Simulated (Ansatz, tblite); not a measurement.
**The cluster InSi6−: rung by rung**

Aim: run the singlet of the cluster InSi6− at one geometry on many levels, and compare frontier levels, spin and run time.

Method: as each input shows; program: Ansatz 0.2.0, Gaussian basis.

Levels to be run: GFN2-xTB, PBE-D4/def2-TZVPD, r2SCAN-D4/def2-TZVPD, LDA/def2-TZVPD, ωB97X-V/def2-TZVPD, B3LYP-D4/def2-TZVPD, CCSD(T)/def2-SVPD, MP2/def2-TZVPD.

6 further runs of the same task are left out: 6 set aside as unsound or not needed. Runs told in other sessions of the task aren't counted.

## 1. The structure

The singlet was relaxed beforehand with PBE0-D4/def2-SVPD. At that level it is the lowest of the isomers that a small search found.

7 atoms, charge -1, spin multiplicity 1.

Bond lengths: In1–Si4 2.688 Å, In1–Si6 2.637 Å, Si2–Si3 2.401 Å, Si2–Si4 2.373 Å, Si2–Si5 2.422 Å, Si2–Si7 2.589 Å, Si3–Si5 2.401 Å, Si3–Si7 2.335 Å, Si4–Si5 2.372 Å, Si5–Si7 2.589 Å, Si6–Si7 2.220 Å. Angles: Si4–In1–Si6 132.9°, Si3–Si2–Si4 116.8°, Si3–Si2–Si5 59.7°, Si3–Si2–Si7 55.6°, Si4–Si2–Si5 59.3°, Si4–Si2–Si7 106.2°, Si5–Si2–Si7 62.1°, Si2–Si3–Si5 60.6°, Si2–Si3–Si7 66.3°, Si5–Si3–Si7 66.3°, In1–Si4–Si2 77.0°, In1–Si4–Si5 77.1°, Si2–Si4–Si5 61.4°, Si2–Si5–Si3 59.7°, Si2–Si5–Si4 59.3°, Si2–Si5–Si7 62.1°, Si3–Si5–Si4 116.9°, Si3–Si5–Si7 55.6° and more.

In takes a core potential in the def2 sets. No spin-orbit coupling is included. The ion is computed in the gas phase, without counter-ions or solvent.

PBE0-D4/def2-TZVPD was run before; its log isn't repeated, and its numbers join the tables.

## 2. GFN2-xTB

Tight binding, by tblite at 300 K electronic temperature and without a spin-polarisation term:

```python
tblite.interface.Calculator('GFN2-xTB', numbers, positions, charge=-1, uhf=0).singlepoint()
```

Energy -311.5796 eV, HOMO -2.08 eV, LUMO -1.34 eV; 0.019 s.

## 3. PBE-D4/def2-TZVPD

start.molden holds the orbitals of an earlier run on this state, given as this run's starting guess.

The input, in.yaml:

```yaml
crystal:
  periodic: [false, false, false]
  atoms:
    - {symbol: In, position_ang: [1.285251, 0.993498, 1.398464]}
    - {symbol: Si, position_ang: [0.187754, 0.514110, -1.525698]}
    - {symbol: Si, position_ang: [-1.448041, -1.243074, -1.580770]}
    - {symbol: Si, position_ang: [-0.332272, 2.417996, -0.207445]}
    - {symbol: Si, position_ang: [-1.562050, 0.421124, 0.145914]}
    - {symbol: Si, position_ang: [1.707854, -1.594305, 1.680328]}
    - {symbol: Si, position_ang: [0.161505, -1.509359, 0.089207]}
basis:
  gaussian: {orbitals: def2-TZVPD, initial_orbitals: start.molden}
total_charge: -1
hamiltonian: {xc: pbe, dispersion: d4}
scf: {omitted_lower_state_checks: [starts]}
output: {forces: true, orbitals: {seedname: orbitals}}
```

The run is started by

```bash
ansatz run in.yaml --threads 4 --pin off --events-out ev --progress --plain --max-ram 4787MiB
```

After this run come: r2SCAN-D4/def2-TZVPD; LDA/def2-TZVPD; ωB97X-V/def2-TZVPD; B3LYP-D4/def2-TZVPD; CCSD(T)/def2-SVPD; MP2/def2-TZVPD.

Q: Predict the results of all the runs planned. Wanted: gap in def2-TZVPD, named functionals, smallest and largest; correlation energy, CCSD(T)/def2-SVPD; correlation energy, MP2/def2-TZVPD.

As calculated:

| quantity | value |
| --- | --- |
| gap in def2-TZVPD, named functionals, smallest and largest | 1.42 eV (PBE-D4), 5.91 eV (ωB97X-V) |
| correlation energy, CCSD(T)/def2-SVPD | -21.59 eV |
| correlation energy, MP2/def2-TZVPD | -28.28 eV |

**Reading.** Over the named functionals in def2-TZVPD the gap runs from 1.42 eV (PBE-D4) to 5.91 eV (ωB97X-V); exact exchange widens it. Notes on CCSD(T)/def2-SVPD: large T1 diagnostic.
